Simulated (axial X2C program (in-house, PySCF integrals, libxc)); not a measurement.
# A two-component session on RuGa: properties at the nuclei

Wanted for RuGa: properties at the nuclei, at the two-component level.

Method: two-component X2C with atomic mean-field terms, Ru dyall-cv3z, Ga dyall-cv3z; program: an in-house X2C program for linear molecules on PySCF integrals.

All values are calculated.

### 1 Set-up

File task.json:

```json
{"zs": [44, 31], "q": 0, "bas": ["dyall-cv3z", "dyall-cv3z"], "r0": 2.49, "levels": ["PBE0", "HF", "PBE", "PBE50", "B3LYP"], "nst": 3}
```

Keys: zs atomic numbers; q charge; bas basis sets; r0 starting distance in Å; levels methods (HF also brings MP2); nst determinants followed.

Run with:

```sh
python soeom.py task.json out
```

Further steps of the session: Expectation values, lowest determinant; Expectation values, a higher determinant; Expectation values, a higher determinant.

Q: Predict the outcome of this session. Wanted: lowest determinant; Eeff magnitude; Ws magnitude Ru; A∥/gI Ru; qzz Ru; higher determinant (for each run or level that gives them).

**Answer**, as computed:

```
                                        quantity                                                       value
                              lowest determinant  Ω = 3/2 (excess of +ω over −ω: ω = 1/2, ω = -3/2, ω = 5/2)
                    Eeff magnitude (GV/cm), PBE0                                                       0.148
                     Ws magnitude Ru (kHz), PBE0                                                       0.207
                            A∥/gI Ru (MHz), PBE0                                                        1080
                             qzz Ru (a.u.), PBE0                                                       -4.19
                              higher determinant        Ω = 7/2 (excess of +ω over −ω: 2 × ω = 1/2, ω = 5/2)
Eeff magnitude (GV/cm), PBE0, higher determinant                                                        3.28
 Ws magnitude Ru (kHz), PBE0, higher determinant                                                        0.21
        A∥/gI Ru (MHz), PBE0, higher determinant                                                         862
         qzz Ru (a.u.), PBE0, higher determinant                                                        1.04
                              higher determinant   Ω = 9/2 (excess of +ω over −ω: ω = 1/2, ω = 3/2, ω = 5/2)
Eeff magnitude (GV/cm), PBE0, higher determinant                                                        1.22
 Ws magnitude Ru (kHz), PBE0, higher determinant                                                      0.0738
        A∥/gI Ru (MHz), PBE0, higher determinant                                                         726
         qzz Ru (a.u.), PBE0, higher determinant                                                       -0.01
```

In words: In the first state, the effective field runs from 0.0204 to 5.27 GV/cm over the mean-field levels, so the levels don't agree on it. The expectation values come from single determinants, which for open shells can mix terms of unlike spin or miss the lowest Ω, so a determinant need not be a state. Eeff is the effective electric field on the electron dipole moment in this Ω state and Ws the scalar–pseudoscalar constant (defined with the proton number Z and per Ω); A∥ is the parallel hyperfine constant, which follows by multiplying with the nuclear g factor gI = μI/(I μN); qzz is the electric field gradient, eQq0 = 234.96 MHz × Q/barn × qzz; μ is positive if Ga is the positive end. The operators were transformed with the bare-nucleus X2C matrices.
